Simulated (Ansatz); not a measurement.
The system is GaGe3.

```
Ge Ga
1.0
     0.00000    3.38717    3.38717
     3.38717    0.00000    3.38717
     3.38717    3.38717    0.00000
Ge Ga
3 1
Direct
  0.50000 0.50000 0.50000
  0.75000 0.75000 0.75000
  0.25000 0.25000 0.25000
  0.00000 0.00000 0.00000
```

The cell comes from a database or a generator and needn't be the stable form of this composition.

Base run:

| Property | Result |
| --- | --- |
| Program | Ansatz 0.2.0 |
| Functional | PBE |
| Potentials or basis | Ansatz PAW |
| Cutoff | 420 eV (not typed: the program's choice for these potentials) |
| k mesh | 7 × 7 × 7 |
| Occupations | fermi-dirac, width 0.05 eV |
| Spin | no spin polarisation |

Its results: band gap on the k mesh none (metal or under the smearing width); pressure -0.5 GPa.

Problem. The run is repeated on the same cell with these changes: functional from PBE to LDA. What comes out?

Solution. Band gap on the k mesh none (metal or under the smearing width); pressure -5.5 GPa.

LDA binds more tightly than PBE, so the same cell stands under less pressure.

Caveats: the PAW data sets come from PBE, with cores solved anew for the run's functional, which leaves a small shift of forces and pressure (some runs).
